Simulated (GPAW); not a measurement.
# NiMoIrPdW (P3m1) in GPAW: further runs, part 2 of 2

GPAW 26.7.0. Earlier steps stand in the parts before.

## 4. Band structure, PBEsol, collinear spin, ferromagnetic start

run.py

```python
from ase import Atoms
from ase.dft.bandgap import bandgap
from ase.io import write
from ase.units import GPa
from ase.parallel import parprint
from gpaw import GPAW, PW, setup_paths

setup_paths.insert(0, '.')

atoms = Atoms(['Ni', 'Mo', 'Pd', 'Ir', 'W'],
              cell=[[4.1170512982, 0.0, 0.0],
                    [-2.0585256491, 3.5654710129, 0.0],
                    [0.0, 0.0, 5.4458]],
              scaled_positions=[[0.0, 0.0, 0.95775],
                                [0.6666666667, 0.3333333333, 0.96161],
                                [0.6666666667, 0.3333333333, 0.46295],
                                [0.3333333333, 0.6666666667, 0.72572],
                                [0.3333333333, 0.6666666667, 0.23642]],
              pbc=True)
atoms.set_initial_magnetic_moments([1.0, 1.0, 0.0, 0.6, 0.0])

calc = GPAW(mode=PW(600),
            xc='PBEsol',
            kpts={'size': (5, 5, 4), 'gamma': True},
            occupations={'name': 'fermi-dirac', 'width': 0.05},
            nbands=64,
            convergence={'density': 1e-05, 'energy': 1e-05},
            maxiter=150,
            txt='gpaw.txt')
atoms.calc = calc
energy = atoms.get_potential_energy()
forces = atoms.get_forces()
stress = atoms.get_stress()
calc.write('gs.gpw')
write('result.traj', atoms)
parprint(f'Energy: {energy:.6f} eV')
parprint('Forces (eV/A):')
parprint(forces.round(4))
parprint('Stress (GPa):', (stress / GPa).round(3))
parprint('Moments:', calc.get_magnetic_moments().round(3))
parprint('Fermi level:', round(calc.get_fermi_level(), 4), 'eV')
parprint(f'Gap: {bandgap(calc)[0]:.4f} eV, direct: {bandgap(calc, direct=True)[0]:.4f} eV')

path = atoms.cell.bandpath('GMKGALHA,LM,KH', npoints=60, eps=1e-4)
bs_calc = calc.fixed_density(kpts=path, symmetry='off', nbands=87,
                             convergence={'bands': 'CBM+6.0', 'eigenstates': 1e-6}, txt='bands.txt')
bs = bs_calc.band_structure()
bs.write('bs.json')
parprint(f'Gap on the path: {bandgap(bs_calc)[0]:.4f} eV')
```

Potentials or basis: PAW data sets generated in the run's folder for this functional, pw.

The run is started by

```sh
$ gpaw-setup -f PBEsol Ir Mo Ni Pd W
$ OMP_NUM_THREADS=1 mpirun -n 8 gpaw python run.py
```

gpaw.txt:

```text
__  _  _
 | _ |_)|_||  |
 |__||  | ||/\| - 26.7.0

Input parameters:
  mode=PW(ecut=600.0),
  convergence={'density': 1e-05, 'energy': 1e-05},
  kpts=MonkhorstPack(size=(5, 5, 4), gamma=True),
  maxiter=150,
  nbands=64,
  occupations=Occupations(name='fermi-dirac', width=0.05),
  xc=XC(name='PBEsol')

Diagonalizing LCAO Hamiltonian
Converting LCAO to pw mode

       NiIr  Mo

             Pd
         W

Atoms  # Å, Bohr magnetons
|   | symbol |         x |        y |        z |    initial magnetic moments |
|---|--------|-----------|----------|----------|-----------------------------|
| 0 |     Ni |  0.000000 | 0.000000 | 5.215715 | ( 0.0000,  0.0000,  1.0000) |
| 1 |     Mo |  2.058526 | 1.188490 | 5.236736 | ( 0.0000,  0.0000,  1.0000) |
| 2 |     Pd |  2.058526 | 1.188490 | 2.521133 | ( 0.0000,  0.0000,  0.0000) |
[... 276 lines left out ...]
| 0.000000 | 0.000000 | -0.000016 |  # Pd   2
| 0.000000 | 0.000000 |  0.000011 |  # Ir   3
| 0.000000 | 0.000000 |  0.000091 |  # W    4

Fermi level: 10.446
Eigenvalues  # (at kpt = [0.000, 0.000, 0.000])
| band index |      eig [eV] | occ [0-1] |      eig [eV] | occ [0-1] |
|------------|---------------|-----------|---------------|-----------|
|          0 |       -63.513 |     1.000 |       -63.513 |     1.000 |
|        ... |               |           |               |           |
|         29 |         7.950 |     1.000 |         7.950 |     1.000 |
|         30 |         8.192 |     1.000 |         8.192 |     1.000 |
|         31 |         8.192 |     1.000 |         8.192 |     1.000 |
|         32 |         8.733 |     1.000 |         8.733 |     1.000 |
|         33 |         8.733 |     1.000 |         8.733 |     1.000 |
|         34 |         9.484 |     1.000 |         9.484 |     1.000 |
[... 8 lines left out ...]
|         43 |        14.397 |     0.000 |        14.397 |     0.000 |
|         44 |        15.651 |     0.000 |        15.651 |     0.000 |
|        ... |               |           |               |           |
|         63 |        29.407 |     0.000 |        29.407 |     0.000 |

No gap
No difference between direct/indirect transitions

Forces  # eV/Ang
|        x |       y |        z |
|----------|---------|----------|
|  0.00000 | 0.00000 | -0.08328 |  # Ni   0
| -0.00000 | 0.00000 |  0.12391 |  # Mo   1
|  0.00000 | 0.00000 | -0.01481 |  # Pd   2
|  0.00000 | 0.00000 |  0.06984 |  # Ir   3
|  0.00000 | 0.00000 | -0.09561 |  # W    4

Stress tensor  # eV/Ang^3
|         x |         y |         z |
|-----------|-----------|-----------|
|  0.047865 |  0.000000 |  0.000000 |
| -0.000000 |  0.047865 | -0.000000 |
|  0.000000 | -0.000000 |  0.051724 |

# Writing to gs.gpw (mode='')
```

stdout:

```text
Energy: -45.943032 eV
Forces (eV/A):
[[ 0.      0.     -0.0833]
 [-0.      0.      0.1239]
 [ 0.      0.     -0.0148]
 [ 0.      0.      0.0698]
 [ 0.      0.     -0.0956]]
Stress (GPa): [ 7.669  7.669  8.287 -0.     0.     0.   ]
Moments: [ 0. -0. -0.  0.  0.]
Fermi level: 10.4456 eV
Gap: 0.0000 eV, direct: 0.0000 eV
Gap on the path: 0.0000 eV
```

bands.txt:

```text
Diagonalizing LCAO Hamiltonian
Converting LCAO to pw mode
convergence criteria:
- Maximum integral of absolute [eigenst]ate change: 1e-06 eV^2 / valence electron
maximum number of iterations: 150

SCF iterations
|iter     | |      energy | eigst |  dens |  magmom |
[... 68 lines left out ...]
         [0.5       , 0.        , 0.2       ],
         [0.5       , 0.        , 0.1       ],
         [0.5       , 0.        , 0.        ],
         [0.33333333, 0.33333333, 0.        ],
         [0.33333333, 0.33333333, 0.1       ],
         [0.33333333, 0.33333333, 0.2       ],
         [0.33333333, 0.33333333, 0.3       ],
         [0.33333333, 0.33333333, 0.4       ],
         [0.33333333, 0.33333333, 0.5       ]])),
  maxiter=150,
  nbands=87,
  occupations=Occupations(name='fermi-dirac', width=0.05),
  symmetry=Symmetry(point_group=False, time_reversal=False),
  xc=XC(name='PBEsol')
```

It took 43 s on 8 MPI ranks of AMD EPYC 9R45 (Zen 5), shared host; peak memory 0.37 GiB.

Results:

```yaml
Free_energy: -45.9634 eV
Pressure: -7.9 GPa
Largest_force: 0.124 eV/Å
Band_gap_along_the_path: none (metal or under the smearing width)
Net_moment: 0.00 μB per cell
```

Forces in eV/Å, atoms in the order of the input:
```
Ni   0.000  0.000 -0.083
Mo   0.000  0.000  0.124
Pd   0.000  0.000 -0.015
Ir   0.000  0.000  0.070
W    0.000  0.000 -0.096
```

Levels at the corners of the path, in eV from the Fermi level:
Spin up:
```tsv
point	band 35	band 36	band 37	band 38	band 39	band 40
Γ	-0.96	-0.77	-0.77	0.82	0.82	1.80
M	-1.04	-0.51	-0.27	0.95	1.19	1.27
K	-1.45	-1.28	0.27	0.31	0.46	1.09
Γ	-0.96	-0.77	-0.77	0.82	0.82	1.80
A	-0.82	-0.32	-0.32	-0.16	-0.16	0.90
L	-1.65	-0.91	-0.88	-0.36	0.03	0.37
H	-1.74	-1.10	-0.92	-0.54	-0.27	0.70
A	-0.82	-0.32	-0.32	-0.16	-0.16	0.90
L	-1.65	-0.91	-0.88	-0.36	0.03	0.37
M	-1.04	-0.51	-0.27	0.95	1.19	1.27
K	-1.45	-1.28	0.27	0.31	0.46	1.09
H	-1.74	-1.10	-0.92	-0.54	-0.27	0.70
```
Spin down:
```
point  band 33  band 34  band 35  band 36  band 37  band 38  band 39  band 40  band 41  band 42
    Γ    -1.71    -1.71    -0.96    -0.77    -0.77     0.82     0.82     1.80     1.80     3.01
    M    -1.59    -1.45    -1.04    -0.51    -0.27     0.95     1.19     1.27     1.60     1.90
    K    -1.71    -1.56    -1.45    -1.28     0.27     0.31     0.46     1.09     1.44     1.97
    Γ    -1.71    -1.71    -0.96    -0.77    -0.77     0.82     0.82     1.80     1.80     3.01
    A    -1.46    -1.46    -0.82    -0.32    -0.32    -0.16    -0.16     0.90     2.27     2.27
    L    -1.84    -1.72    -1.65    -0.91    -0.88    -0.36     0.03     0.37     1.10     1.43
    H    -1.98    -1.92    -1.74    -1.10    -0.92    -0.54    -0.27     0.70     1.18     1.81
    A    -1.46    -1.46    -0.82    -0.32    -0.32    -0.16    -0.16     0.90     2.27     2.27
    L    -1.84    -1.72    -1.65    -0.91    -0.88    -0.36     0.03     0.37     1.10     1.43
    M    -1.59    -1.45    -1.04    -0.51    -0.27     0.95     1.19     1.27     1.60     1.90
    K    -1.71    -1.56    -1.45    -1.28     0.27     0.31     0.46     1.09     1.44     1.97
    H    -1.98    -1.92    -1.74    -1.10    -0.92    -0.54    -0.27     0.70     1.18     1.81
```

Caveat: the stock nickel data set gives pressures a few GPa off other programs; spin-orbit coupling is left out, which moves the levels of the heavy elements.

## 5. Band structure, RPBE, collinear spin, ferromagnetic start

run.py: that of step 4 with these lines changed.

```diff
@@ -5,5 +5,3 @@
 from ase.parallel import parprint
-from gpaw import GPAW, PW, setup_paths
-
-setup_paths.insert(0, '.')
+from gpaw import GPAW, PW
 
@@ -22,3 +20,3 @@
 calc = GPAW(mode=PW(600),
-            xc='PBEsol',
+            xc='RPBE',
             kpts={'size': (5, 5, 4), 'gamma': True},
```

Potentials or basis: the program's PAW data sets (release 1.2.1) made for this functional, pw.

The run is started by

```sh
$ OMP_NUM_THREADS=1 mpirun -n 8 gpaw python run.py
```

gpaw.txt:

```text
__  _  _
 | _ |_)|_||  |
 |__||  | ||/\| - 26.7.0

Input parameters:
  mode=PW(ecut=600.0),
  convergence={'density': 1e-05, 'energy': 1e-05},
  kpts=MonkhorstPack(size=(5, 5, 4), gamma=True),
  maxiter=150,
  nbands=64,
  occupations=Occupations(name='fermi-dirac', width=0.05),
  xc=XC(name='RPBE')

Diagonalizing LCAO Hamiltonian
Converting LCAO to pw mode

       NiIr  Mo

             Pd
         W

Atoms  # Å, Bohr magnetons
|   | symbol |         x |        y |        z |    initial magnetic moments |
|---|--------|-----------|----------|----------|-----------------------------|
| 0 |     Ni |  0.000000 | 0.000000 | 5.215715 | ( 0.0000,  0.0000,  1.0000) |
| 1 |     Mo |  2.058526 | 1.188490 | 5.236736 | ( 0.0000,  0.0000,  1.0000) |
| 2 |     Pd |  2.058526 | 1.188490 | 2.521133 | ( 0.0000,  0.0000,  0.0000) |
[... 276 lines left out ...]
| 0.000000 | 0.000000 | -0.000020 |  # Pd   2
| 0.000000 | 0.000000 |  0.000010 |  # Ir   3
| 0.000000 | 0.000000 |  0.000153 |  # W    4

Fermi level: 10.711
Eigenvalues  # (at kpt = [0.000, 0.000, 0.000])
| band index |      eig [eV] | occ [0-1] |      eig [eV] | occ [0-1] |
|------------|---------------|-----------|---------------|-----------|
|          0 |       -63.310 |     1.000 |       -63.310 |     1.000 |
|        ... |               |           |               |           |
|         29 |         8.233 |     1.000 |         8.233 |     1.000 |
|         30 |         8.470 |     1.000 |         8.470 |     1.000 |
|         31 |         8.470 |     1.000 |         8.470 |     1.000 |
|         32 |         8.999 |     1.000 |         8.999 |     1.000 |
|         33 |         8.999 |     1.000 |         8.999 |     1.000 |
|         34 |         9.746 |     1.000 |         9.746 |     1.000 |
[... 8 lines left out ...]
|         43 |        14.655 |     0.000 |        14.655 |     0.000 |
|         44 |        15.919 |     0.000 |        15.919 |     0.000 |
|        ... |               |           |               |           |
|         63 |        29.694 |     0.000 |        29.694 |     0.000 |

No gap
No difference between direct/indirect transitions

Forces  # eV/Ang
|        x |        y |        z |
|----------|----------|----------|
|  0.00000 |  0.00000 | -0.04360 |  # Ni   0
| -0.00000 |  0.00000 |  0.21692 |  # Mo   1
| -0.00000 | -0.00000 |  0.03108 |  # Pd   2
|  0.00000 |  0.00000 | -0.07987 |  # Ir   3
|  0.00000 |  0.00000 | -0.12454 |  # W    4

Stress tensor  # eV/Ang^3
|         x |         y |         z |
|-----------|-----------|-----------|
| -0.027472 |  0.000000 |  0.000000 |
|  0.000000 | -0.027472 | -0.000000 |
|  0.000000 | -0.000000 | -0.023796 |

# Writing to gs.gpw (mode='')
```

stdout:

```text
Energy: -39.261975 eV
Forces (eV/A):
[[ 0.      0.     -0.0436]
 [-0.      0.      0.2169]
 [-0.     -0.      0.0311]
 [ 0.      0.     -0.0799]
 [ 0.      0.     -0.1245]]
Stress (GPa): [-4.401 -4.401 -3.813 -0.     0.     0.   ]
Moments: [ 0. -0. -0.  0.  0.]
Fermi level: 10.7111 eV
Gap: 0.0000 eV, direct: 0.0000 eV
Gap on the path: 0.0000 eV
```

It took 71 s on 8 MPI ranks of Intel Xeon Platinum 8488C (Sapphire Rapids), shared host; peak memory 0.37 GiB.

Results:

| Property | Result |
| --- | --- |
| Free energy | -39.2827 eV |
| Pressure | 4.2 GPa |
| Largest force | 0.217 eV/Å |
| Band gap along the path | none (metal or under the smearing width) |
| Net moment | 0.00 μB per cell |

Forces on the atoms (eV/Å):
```
Ni   0.000  0.000 -0.044
Mo   0.000  0.000  0.217
Pd   0.000  0.000  0.031
Ir   0.000  0.000 -0.080
W    0.000  0.000 -0.125
```

Stress tensor (GPa, compression positive):
```
4.40 0.00 0.00
0.00 4.40 0.00
0.00 0.00 3.81
```

Levels at the corners of the path, in eV from the Fermi level:
Spin up:
```
point  band 34  band 35  band 36  band 37  band 38  band 39  band 40  band 41
    Γ    -1.71    -0.97    -0.78    -0.78     0.81     0.81     1.80     1.80
    M    -1.45    -1.05    -0.52    -0.28     0.96     1.18     1.28     1.62
    K    -1.54    -1.45    -1.29     0.28     0.33     0.45     1.09     1.43
    Γ    -1.71    -0.97    -0.78    -0.78     0.81     0.81     1.80     1.80
    A    -1.46    -0.83    -0.33    -0.33    -0.16    -0.16     0.92     2.26
    L    -1.71    -1.64    -0.91    -0.89    -0.35     0.02     0.37     1.12
    H    -1.93    -1.73    -1.09    -0.93    -0.53    -0.28     0.69     1.18
    A    -1.46    -0.83    -0.33    -0.33    -0.16    -0.16     0.92     2.26
    L    -1.71    -1.64    -0.91    -0.89    -0.35     0.02     0.37     1.12
    M    -1.45    -1.05    -0.52    -0.28     0.96     1.18     1.28     1.62
    K    -1.54    -1.45    -1.29     0.28     0.33     0.45     1.09     1.43
    H    -1.93    -1.73    -1.09    -0.93    -0.53    -0.28     0.69     1.18
```
Spin down:
```
point  band 33  band 34  band 35  band 36  band 37  band 38  band 39  band 40  band 41  band 42
    Γ    -1.71    -1.71    -0.97    -0.78    -0.78     0.81     0.81     1.80     1.80     2.98
    M    -1.59    -1.45    -1.05    -0.52    -0.28     0.96     1.18     1.28     1.62     1.91
    K    -1.71    -1.54    -1.45    -1.29     0.28     0.33     0.45     1.09     1.43     1.96
    Γ    -1.71    -1.71    -0.97    -0.78    -0.78     0.81     0.81     1.80     1.80     2.98
    A    -1.46    -1.46    -0.83    -0.33    -0.33    -0.16    -0.16     0.92     2.26     2.26
    L    -1.85    -1.71    -1.64    -0.91    -0.89    -0.35     0.02     0.37     1.12     1.42
    H    -1.98    -1.93    -1.73    -1.09    -0.93    -0.53    -0.28     0.69     1.18     1.79
    A    -1.46    -1.46    -0.83    -0.33    -0.33    -0.16    -0.16     0.92     2.26     2.26
    L    -1.85    -1.71    -1.64    -0.91    -0.89    -0.35     0.02     0.37     1.12     1.42
    M    -1.59    -1.45    -1.05    -0.52    -0.28     0.96     1.18     1.28     1.62     1.91
    K    -1.71    -1.54    -1.45    -1.29     0.28     0.33     0.45     1.09     1.43     1.96
    H    -1.98    -1.93    -1.73    -1.09    -0.93    -0.53    -0.28     0.69     1.18     1.79
```

Caveat: the stock nickel data set gives pressures a few GPa off other programs; spin-orbit coupling is left out, which moves the levels of the heavy elements.

## 6. The runs side by side

| level | potentials or basis | pressure (GPa) | moment (μB) | largest force (eV/Å) |
| --- | --- | --- | --- | --- |
| LDA | the program's PAW data sets (release 1.2.1) made for this functional, pw | -13.4 | 0.00 | 0.14 |
| PBE | GPAW PAW data sets (gpaw-data 1.2.1), pw | 0.1 | 0.00 | 0.19 |
| PBEsol | PAW data sets generated in the run's folder for this functional, pw | -7.9 | 0.00 | 0.12 |
| RPBE | the program's PAW data sets (release 1.2.1) made for this functional, pw | 4.2 | 0.00 | 0.22 |

Alike in all rows: task band structure; spin collinear, ferromagnetic start; cell as given; k mesh 5 × 5 × 4; cutoff (eV) 600; smearing fermi-dirac 0.05 eV.

Caveats: the stock nickel data set gives pressures a few GPa off other programs; spin-orbit coupling is left out, which moves the levels of the heavy elements.

Total energies depend on the potentials used, so only differences within one code and one set of settings carry meaning.
